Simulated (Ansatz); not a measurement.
BiTe in Ansatz: the effect of functional

The system is BiTe.

```
Bi Te
1.0
     0.00000    3.23500    3.23500
     3.23500    0.00000    3.23500
     3.23500    3.23500    0.00000
Bi Te
1 1
Direct
  0.00000 0.00000 0.00000
  0.50000 0.50000 0.50000
```

Alike in all runs:

```yaml
Program: Ansatz 0.2.0
Task: equation of state
Potentials_or_basis: Ansatz PAW
k_mesh: 7 × 7 × 7
Occupations: fermi-dirac, width 0.05 eV
Spin: no spin polarisation
```

Problem. One run gave: V0 of scaled cells 33.93 Å³/atom; B0 51 GPa. Which functional did it use?
A. r2SCAN
B. LDA
C. PBEsol
D. PBE

Solution. A.

```csv
functional,cutoff,V0 of scaled cells (Å³/atom),B0 (GPa)
PBE,420 eV,34.50,47
LDA,420 eV,32.10,56
PBEsol,420 eV,32.81,53
r2SCAN,500 eV,33.93,51
```

Caveats: the PAW data sets come from PBE, with cores solved anew for the run's functional, which leaves a small shift of forces and pressure (some runs).

Not every run made on this cell is shown here.
